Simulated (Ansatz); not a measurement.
# CoNiO2 (P4/mmm) in Ansatz: settings compared

Aim: see how the results for CoNiO2 move with the level of theory and the settings. Levels: PBEsol, PBE. Tasks: phonons, elastic constants, band structure, single point.

Program: Ansatz 0.2.0. These are calculated values, not measurements. Logs are shortened: lines on timing, memory, paths and dates and some standing lists are left out, and cuts for length are marked.

## 1. The structure

It takes space group P4/mmm (No. 123, tetragonal). The conventional cell has a = 3.014 Å, b = 3.014 Å, c = 4.222 Å, α = 90.00°, β = 90.00°, γ = 90.00°. Ni (site symmetry 4/mmm) has 6 O at 2.11 to 2.13 Å as nearest neighbours. Co (site symmetry 4/mmm) has 6 O at 2.11 to 2.13 Å as nearest neighbours. Around O (site symmetry 4/mmm) lie 2 Ni at 2.11 Å and 4 Co at 2.13 Å. Around O (site symmetry 4/mmm) lie 2 Co at 2.11 Å and 4 Ni at 2.13 Å.

The cell comes from a database or a generator and needn't be the stable form of this composition.

## 2. Phonons, PBEsol, collinear spin, ferromagnetic start

Input file input.yaml:

```yaml
crystal:
  lattice:
    - [3.014333, 0.0, 0.0]
    - [0.0, 3.014333, 0.0]
    - [0.0, 0.0, 4.222285]
  atoms:
    - { symbol: Ni, position: [0.0, 0.0, 0.0], spin: 1.0 }
    - { symbol: Co, position: [0.5, 0.5, 0.5], spin: 2.0 }
    - { symbol: O, position: [0.0, 0.0, 0.5] }
    - { symbol: O, position: [0.5, 0.5, 0.0] }
hamiltonian:
  xc: pbesol
  pseudopotentials: { kind: paw }
magnetization:
  spin_polarized: true
kpoints:
  mp_grid: { grid: [8, 8, 6] }
scf:
  occupations: { method: fermi_dirac, width: 0.05 }
phonons:
  method: dfpt
```

Potentials or basis: Ansatz PAW.

The run is started by

```console
$ ansatz run input.yaml --threads 2 --pin off --max-ram 5632MiB --backend cpu --events-out ev --progress --plain --runs-dir out
```

The log of the run:

```text
Warning: RAYON_NUM_THREADS=2 ignored (pool sized by the plan → 2); use --threads N
zone centre: on kpoints.mp_grid the ground state, and the responses unless they are solved on pairs of k-points, stand on 100 of the mesh's 384 k-points, reduced under 8 symmetry operations, with k and −k counted as one. Each operation leaves every solved displacement unchanged or reverses it
Engine: ansatz 0.2.0, x86_64-unknown-linux-gnu
Pseudopotentials: kind: paw
Pseudopotential: Ni, paw, valence charge 18, recommended cutoff 420 eV (normal), Ni.paw.azcp
Pseudopotential: Co, paw, valence charge 17, recommended cutoff 420 eV (normal), Co.paw.azcp
Pseudopotential: O, paw, valence charge 6, recommended cutoff 420 eV (normal), O.paw.azcp
Functional definition: PBEsol
  exchange = pbesol_x
  correlation = pbesol_c
Crystal: 4 atoms, lattice volume = 38.365 Å³
Basis set: ecut = 420 eV, 727 PW (Γ), exchange–correlation on 48×48×60 points (8 copies of the dense FFT grid, shifted against one another)
Bands: 30, of which v1, the nominal top of the filled ones, is band 24 counted from 1 (23 counted from 0)
Symmetry: 16 space group operations
Space group: P4/mmm (ITA 123), of the structure as read, at distance tolerance 3.4e-5 Å
Magnetic group: BNS 123.339 (UNI 999), of the structure as read, at distance tolerance 3.4e-5 Å
k-points: 60 of 384
Non-local potential: Ni, projectors of the file, l = 0: 3, l = 1: 2, l = 2: 3, l = 3: 1
Non-local potential: Co, projectors of the file, l = 0: 3, l = 1: 2, l = 2: 3, l = 3: 1
Non-local potential: O, projectors of the file, l = 0: 2, l = 1: 2, l = 2: 1
PAW form: soft (Blöchl's): semilocal exchange-correlation on the pseudo side does not see the compensation charge
PAW frozen core: Ni, regenerated for the run's functional, and the local potential with it (the file was generated under x = pbe(κ = 0.804, μ = 0.2195149727645171), c = pbe(β = 0.06672455060314922))
PAW frozen core: Co, regenerated for the run's functional, and the local potential with it (the file was generated under x = pbe(κ = 0.804, μ = 0.2195149727645171), c = pbe(β = 0.06672455060314922))
PAW frozen core: O, regenerated for the run's functional, and the local potential with it (the file was generated under x = pbe(κ = 0.804, μ = 0.2195149727645171), c = pbe(β = 0.06672455060314922))
PAW one-centre angular grid: Ni, 590 points (default); XC on 64 Gauss nodes
PAW one-centre angular grid: Co, 590 points (default); XC on 64 Gauss nodes
PAW one-centre angular grid: O, 110 points (default); XC on 64 Gauss nodes
Initial density: superposition of atomic densities (chi_scale 0.1, normalization cell, long waves kept (reshape's long-wave potential 0.00 eV rms))
Starting moments: Σ|m| = 3 μB on 2 of 4 sites
[...]
SCF 1 converged in 21 iterations: F = -12016.416568 eV  dr2 = 6.12e-8
[...]
SCF iter   7: F=—  HF=-12016.416568 eV  |F-HF|=—  |Δ(HF+E_count)|=  3.09e-11  Δρ=2.05e-7 (↑2.05e-7 ↓7.28e-8)  dr2=9.97e-12  dr2_m=4.44e-12  M=4.550 μB ∫|m|=4.572 μB  β_m=0.62  ethr=1.00e-12  ⟨swp⟩=1.3  Hψ=6151  notcnv=0
SCF iter   8: F=—  HF=-12016.416568 eV  |F-HF|=—  |Δ(HF+E_count)|=  1.82e-12  Δρ=4.41e-8 (↑2.24e-8 ↓4.41e-8)  dr2=4.72e-13  dr2_m=2.10e-13  M=4.550 μB ∫|m|=4.572 μB  β_m=0.72  ethr=1.00e-12  ⟨swp⟩=1.0  Hψ=6000  notcnv=0
SCF iter   9: F=-12016.416568 eV  HF=-12016.416568 eV  |F-HF|=1.82e-12  |Δ(HF+E_count)|=  1.82e-12  Δρ=1.70e-8 (↑1.11e-8 ↓1.70e-8)  dr2=9.37e-14  dr2_m=3.86e-14  M=4.550 μB ∫|m|=4.572 μB  ethr=1.00e-12  ⟨swp⟩=3.2  Hψ=22130  notcnv=0
SCF 2 converged in 9 iterations: F = -12016.416568 eV  dr2 = 9.37e-14
DFPT response loops at Γ: preconditioner auto → Kerker (q_TF=auto, 2.822 Å⁻¹) (partly filled bands, converged f_vac=0.000); β = 1.00, the filter's whole step (`scf.mixing.beta` (0.30) is not read by the response loops under this deck's `scf.mixing.preconditioner`; to damp them name `kerker` or `kerker_dos`, under which they read `scf.mixing.beta`, and type it under 1.00, their step now; both keys bind the ground state too); Broyden in place of MSR1
SCF converged after 9 iterations
Magnetization: 4.5505 μB (25.7752 up, 21.2248 down)
Absolute magnetization: 4.5724 μB (∫|ρ↑−ρ↓|, with the PAW one-centre terms)
Spin contamination: 0.0155 ħ² per cell (⟨S²⟩ above its minimum at these occupations)
Per-site moments (μB) at R_I (Å): [(1.3414485661365303, 0.8708462812500001), (2.4303930014510855, 0.8708462812500001), (0.31001035157842954, 0.8708462812500001), (0.29318049225639936, 0.8708462812500001)]
Free energy (F): -12016.416568 eV
Harris-Foulkes:  -12016.416568 eV  (|F-HF|=1.82e-12)
Internal energy: -12016.354555 eV  (E = F + TS)
E sigma→0 (E₀):  -12016.385562 eV
Entropy (-TS):   -0.062012 eV (-15.503 meV/atom)
Fermi energy:    13.544794 eV
--- Per-component energies (eV) ---
  E_band       = -652.480643
  E_kinetic    = 1066.727570
  E_local      = -7512.148753  (includes V_loc(G=0)·N_el)
  E_nonlocal   = 1209.955998
  E_hartree    = 3083.411093
  E_xc         = -380.001078
  E_vxc        = -490.401211  (∫ρ·V_xc dr)
  E_paw        = -3390.055980  (= ΣΔE_a)
  E_vpaw       = -1093.441910  (= ΣTr[D̂ρ^β])
  E_aug_tail   = 0.005484  (compensation charges beyond the density's cutoff)
  E_ewald      = -6094.705173
  E_core_change = 0.456284  (= ΣΔE_core)
  E_smearing   = -0.062012  (= −TS)
  E_closure    = -0.000000  (closes the sum)
  Σ components = -12016.416568   (vs F -12016.416568, Δ=0.00e0)
--- Band table (eV; the first three rows and the last of 200) ---
  k-point 0 ↑: bands = ["-90.2228", "-82.9804", "-50.8086", "-50.7384", "-50.7384", "-46.4700", "-46.4700", "-46.2265", "-6.5857", "-5.2522", "6.7335", "9.1884", "9.1884", "9.7247", "10.3957", "10.4435", "10.4654", "10.4654", "10.5653", "10.7730", "10.7730", "10.9377", "11.0129", "11.4531", "11.8958", "11.8958", "14.5269", "19.2372", "23.4697", "25.1010"]
  k-point 1 ↑: bands = ["-90.2228", "-82.9804", "-50.8086", "-50.7384", "-50.7384", "-46.4700", "-46.4700", "-46.2266", "-6.4870", "-5.3223", "6.6301", "9.1434", "9.1839", "9.1839", "9.7639", "10.0546", "10.0546", "10.4083", "10.8949", "10.9994", "11.1922", "11.1922", "11.3873", "11.6501", "11.9529", "11.9529", "15.2419", "19.3806", "23.5196", "25.2329"]
  k-point 2 ↑: bands = ["-90.2228", "-82.9804", "-50.8086", "-50.7384", "-50.7384", "-46.4700", "-46.4700", "-46.2267", "-6.2231", "-5.5302", "6.5828", "7.8467", "9.2101", "9.2101", "9.6255", "9.6255", "9.8530", "10.4357", "10.7987", "10.9706", "11.6144", "11.6144", "11.7746", "11.9355", "12.0587", "12.0587", "16.8209", "19.3442", "24.1697", "25.6420"]
  k-point 99 ↓: bands = ["-88.5466", "-80.0153", "-49.1543", "-49.1246", "-49.1246", "-43.5379", "-43.5379", "-43.4322", "-4.6889", "-4.5486", "7.8726", "7.8726", "7.9557", "7.9557", "8.3678", "8.4701", "12.7141", "12.7141", "13.0739", "13.2889", "13.2889", "13.6604", "13.7673", "14.2460", "14.3764", "15.1580", "21.9155", "22.5812", "23.9177", "23.9177"]
--- Phonons (Γ-DFPT): 8 representative perturbations + reference, on 100 of 384 k-points (Σ response iterations 24) ---
  k mesh reduced under 8 symmetry operations, with k and −k counted as one. Each operation leaves every solved displacement unchanged or reverses it
  ASR residual: 1.169e-3 → 0.000e0 eV/Å²; symmetrization residual: 5.280e-6 eV/Å²
  ASR residual per site (eV/Å²): 9.68e-4 1.17e-3 6.83e-5 1.28e-4
  Γ frequencies (cm⁻¹): -197.42 -114.48 -114.48 0.00 0.00 0.00 103.26 103.26 154.47 212.38 212.38 319.15
  non-analytic LO–TO correction: not included (Born effective charges unavailable; polar crystals: no LO–TO splitting at Γ)
```

It took 60 s on 2 threads of Intel Xeon 6975P-C (Granite Rapids), shared host; peak memory 0.96 GiB.

What came out:

| Quantity | Value |
| --- | --- |
| Free energy | -12016.4166 eV |
| Band gap on the k mesh | none (metal or under the smearing width) |
| Net moment | 4.55 μB per cell |
| Absolute moment | 4.57 μB per cell |
| Site moments | Ni +1.34; Co +2.43; O +0.31, +0.29 μB |
| Highest phonon frequency at Γ | 319 cm⁻¹ |
| Most unstable mode | 197i cm⁻¹ |

Phonon frequencies in cm⁻¹ (negative: imaginary):
| q point | frequencies |
| --- | --- |
| (0.000, 0.000, 0.000) | -197 -114 -114 0 0 0 103 103 154 212 212 319 |

Caveat: some modes are imaginary; semilocal functionals often make such compounds metallic where correlation or magnetic order opens a gap, which also shifts bond lengths; the PAW data sets come from PBE, with cores solved anew for the run's functional, which leaves a small shift of forces and pressure.

[end of part 1 of 2]
